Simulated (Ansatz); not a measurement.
# C₄H₉FOZn: ionisation energy by level of theory

One table from this session's results is given with a row withheld; the runs are named, their logs left out.

Computed with Ansatz 0.2.0, Gaussian basis. Level: unrestricted cation, the program's frozen cores in correlated methods.

The runs, in order: UKS PBE-D4/def2-TZVPP; UKS r2SCAN-D4/def2-TZVPP; UKS PBE0-D4/def2-TZVPP; UKS B3LYP-D4/def2-TZVPP; UKS wB97X-V/def2-TZVPP; UKS wB97M-V/def2-TZVPP; UKS B2PLYP (frozen core with 3s3p of Cu, Zn)/def2-TZVPP; UHF-CCSD(T) with 3s3p of Cu, Zn/def2-TZVPP; UHF-MP2 with 3s3p of Cu, Zn/def2-QZVPP; extrapolation to the limit; then −ε(HOMO) from the neutral's earlier runs with LDA (SPW92), PBE-D4, revPBE-D4, BLYP-D4, r2SCAN-D4, B97M-V, PBE0-D4, B3LYP-D4, r2SCANh-D4, r2SCAN0-D4, HSE06-D4, BHLYP-D4, CAM-B3LYP-D4, LC-ωPBE, ωB97X-V, ωB97M-V.

## The geometry

The geometry comes from an earlier relaxation with PBE0-D4 in a triple-zeta def2 set; it is a stationary point, not always the lowest conformer.

SMILES `CC(C)(C)[O][Zn][F]`, 16 atoms, charge 0, spin multiplicity 1.

Atoms are counted from 1 here; the program's logs count them from 0.

Bond lengths: C1–C2 1.523 Å, C1–H8 1.092 Å, C1–H9 1.092 Å, C1–H10 1.092 Å, C2–C3 1.523 Å, C2–C4 1.523 Å, C2–O5 1.416 Å, C3–H11 1.093 Å, C3–H12 1.097 Å, C3–H13 1.092 Å, C4–H14 1.092 Å, C4–H15 1.097 Å, C4–H16 1.093 Å, O5–Zn6 1.763 Å, Zn6–F7 1.741 Å. Angles: C2–C1–H8 110.0°, C2–C1–H9 111.2°, C2–C1–H10 110.0°, H8–C1–H9 108.7°, H8–C1–H10 108.2°, H9–C1–H10 108.7°, C1–C2–C3 110.3°, C1–C2–C4 110.3°, C1–C2–O5 106.0°, C3–C2–C4 110.2°, C3–C2–O5 110.0°, C4–C2–O5 110.0°, C2–C3–H11 111.8°, C2–C3–H12 110.5°, C2–C3–H13 110.2°, H11–C3–H12 107.4°, H11–C3–H13 108.6°, H12–C3–H13 108.3° and more.

Geometry (Å):

```
C    -0.3697   -1.3961   -1.0317
C    -0.0821   -0.1727   -0.1713
C     1.4061    0.1519   -0.1964
C    -0.5450   -0.4137    1.2600
O    -0.8199    0.8908   -0.7466
Zn   -0.7914    2.5219   -0.0781
F    -0.8475    4.1693    0.4835
H    -1.4401   -1.6097   -1.0308
H     0.1628   -2.2743   -0.6593
H    -0.0594   -1.2094   -2.0614
H     2.0081   -0.6749    0.1885
H     1.6187    1.0298    0.4263
H     1.7266    0.3692   -1.2174
H    -1.6205   -0.6010    1.2810
H    -0.3352    0.4634    1.8848
H    -0.0345   -1.2670    1.7131
```

The first run:

in.yaml reads:

```yaml
crystal:
  periodic: [false, false, false]
  atoms:
    - {symbol: C, position_ang: [-0.369680, -1.396121, -1.031667]}
    - {symbol: C, position_ang: [-0.082125, -0.172741, -0.171304]}
    - {symbol: C, position_ang: [1.406118, 0.151935, -0.196404]}
    - {symbol: C, position_ang: [-0.545004, -0.413665, 1.259990]}
    - {symbol: O, position_ang: [-0.819907, 0.890821, -0.746571]}
    - {symbol: Zn, position_ang: [-0.791383, 2.521854, -0.078119]}
    - {symbol: F, position_ang: [-0.847485, 4.169317, 0.483464]}
    - {symbol: H, position_ang: [-1.440123, -1.609675, -1.030801]}
    - {symbol: H, position_ang: [0.162828, -2.274291, -0.659285]}
    - {symbol: H, position_ang: [-0.059422, -1.209438, -2.061398]}
    - {symbol: H, position_ang: [2.008112, -0.674887, 0.188499]}
    - {symbol: H, position_ang: [1.618740, 1.029819, 0.426271]}
    - {symbol: H, position_ang: [1.726616, 0.369222, -1.217372]}
    - {symbol: H, position_ang: [-1.620533, -0.600989, 1.281045]}
    - {symbol: H, position_ang: [-0.335193, 0.463376, 1.884780]}
    - {symbol: H, position_ang: [-0.034460, -1.267039, 1.713068]}
basis:
  gaussian: {orbitals: def2-TZVPP}
total_charge: 1
magnetization: {spin_polarized: true, initial_magnetization: 1}
hamiltonian: {xc: pbe, dispersion: d4}
```

Steps of the session up to this table: Cation, UKS PBE-D4/def2-TZVPP; Cation, UKS r2SCAN-D4/def2-TZVPP; Cation, UKS PBE0-D4/def2-TZVPP; Cation, UKS B3LYP-D4/def2-TZVPP; Cation, UKS wB97X-V/def2-TZVPP; Cation, UKS wB97M-V/def2-TZVPP; Cation, UKS B2PLYP (frozen core with 3s3p of Cu, Zn)/def2-TZVPP; Cation, UHF-CCSD(T) with 3s3p of Cu, Zn/def2-TZVPP; Cation, UHF-MP2 with 3s3p of Cu, Zn/def2-QZVPP.

One table of the session follows, with a row left open; its other results are not shown here.

It belongs to the step «Ionisation energies side by side». For comparison, −ε(HOMO) of the neutral from earlier runs:

| functional | −ε(HOMO) (eV) |
| --- | --- |
| LDA (SPW92) | 6.47 |
| PBE-D4 | 6.24 |
| revPBE-D4 | 6.14 |
| BLYP-D4 | 6.16 |
| r2SCAN-D4 | 6.51 |
| B97M-V | 6.66 |
| PBE0-D4 | 7.73 |
| B3LYP-D4 | ? |
| r2SCANh-D4 | 7.08 |
| r2SCAN0-D4 | 7.93 |
| HSE06-D4 | 7.32 |
| BHLYP-D4 | 9.19 |
| CAM-B3LYP-D4 | 9.20 |
| LC-ωPBE | 10.48 |
| ωB97X-V | 10.17 |
| ωB97M-V | 10.13 |

Q: Estimate the row for B3LYP-D4 from the others.

Worked estimate for «−ε(HOMO) (eV)». Against the share of exact exchange, BLYP-D4 (0, 6.16), BHLYP-D4 (0.5, 9.19) give a slope of 6.06 per unit share; at 0.2 the line stands at 7.37.

The run gave: −ε(HOMO) (eV): 7.52. In «−ε(HOMO) (eV)» the line misses by -0.15.
